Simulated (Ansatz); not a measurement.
Sn3Te in Ansatz: the effect of functional

The system is Sn3Te.

```
Te Sn
1.0
    -2.26981    2.26981    5.44194
     2.26981   -2.26981    5.44194
     2.26981    2.26981   -5.44194
Te Sn
1 3
Direct
  0.00000 0.00000 0.00000
  0.50000 0.50000 0.00000
  0.25000 0.75000 0.50000
  0.75000 0.25000 0.50000
```

The cell comes from a database or a generator and needn't be the stable form of this composition.

The cell isn't the ideal one: volume scaled by 0.96.

Alike in all runs:

- Program: Ansatz 0.2.0
- Task: single point
- Potentials or basis: Ansatz PAW
- k mesh: 8 × 8 × 8
- Occupations: fermi-dirac, width 0.05 eV
- Spin: no spin polarisation

**Question.** One run gave: pressure 1.5 GPa. Which functional did it use?
A. PBE
B. LDA
C. r2SCAN

**Answer.** A.

```tsv
functional	cutoff	pressure (GPa)
LDA	420 eV (not typed: the program's choice for these potentials)	-2.5
r2SCAN	500 eV (not typed: the program's choice for these potentials)	0.9
PBE	420 eV (not typed: the program's choice for these potentials)	1.5
```

Caveats: the PAW data sets come from PBE, with cores solved anew for the run's functional, which leaves a small shift of forces and pressure (some runs).
